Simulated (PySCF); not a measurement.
# BGeH₆OP: electronic excitations and core binding energies

What electronic excitations and core binding energies should BGeH₆OP (`PB[O][GeH3]`) show?

Programs: PySCF 2.14.0, with density-fitted response routines of our own. Each step states its level of theory. These are calculated values for one molecule in the gas phase, unless marked as measured. Atoms are numbered from 0 throughout.

### 1 The starting structure

10 atoms, charge 0, multiplicity 1; geometry from: GFN2-xTB.

Bonds of the start (Å): P0–B1 1.92, B1–O2 1.32, O2–Ge3 1.75, P0–H4 1.38, P0–H5 1.39, B1–H6 1.18, Ge3–H7 1.50, Ge3–H8 1.50, Ge3–H9 1.49.

### 2 Excited states and response: PBE0/def2-SVPD

The job: settings as JSON, then the geometry in Å.

```
{"job": {"kind": "uv", "xc": "PBE0", "basis": "def2-SVPD", "nstates": 8, "ntriplets": 3}, "charge": 0, "multiplicity": 1}
P      1.918873    -0.244051     0.612030
B      0.822963     0.915541    -0.448729
O     -0.492790     0.802534    -0.471840
Ge    -1.736197    -0.207189     0.244498
H      2.978944    -0.355228    -0.264349
H      1.324550    -1.422427     0.186849
H      1.314425     1.802055    -1.048176
H     -1.851985    -1.408111    -0.647022
H     -1.342867    -0.570391     1.644721
H     -2.927034     0.691922     0.169490
```

Level: TDDFT PBE0/def2-SVPD, vertical, gas phase, core orbitals frozen in the response.

The run is started by

```sh
> OMP_NUM_THREADS=1 python probes_run.py task.json out
```

This one command runs all jobs of the session in turn.

**Question.** This job is followed by: delta-SCF UKS SCAN, pcX-2 on the ionised atom, pcseg-1 elsewhere, spin-free X2C. What will the session give for the following? lowest singlet (PBE0/def2-SVPD); brightest single state of those computed; lowest triplet; P1s binding energies, SCAN/pcX-2; P2p binding energies, SCAN/pcX-2; B1s binding energies, SCAN/pcX-2; O1s binding energies, SCAN/pcX-2.

As calculated:

| quantity | value |
| --- | --- |
| lowest singlet (PBE0/def2-SVPD) | 5.21 eV (238 nm), f = 0.028 |
| brightest single state of those computed | state 5, 6.66 eV, f = 0.056 |
| lowest triplet | 4.39 eV |
| P1s binding energies, SCAN/pcX-2 | P0 2149.45 eV |
| P2p binding energies, SCAN/pcX-2 | P0 136.26 eV |
| B1s binding energies, SCAN/pcX-2 | B1 196.18 eV |
| O1s binding energies, SCAN/pcX-2 | O2 538.04 eV |

**Reading.** The first singlet state (HOMO→LUMO 0.88) lies at 5.21 eV and is weak; of the 8 states computed, the strongest absorption comes from state 5 at 6.66 eV. The lowest triplet lies 0.82 eV below the lowest singlet (triplets in Tamm-Dancoff, singlets in full TDDFT).
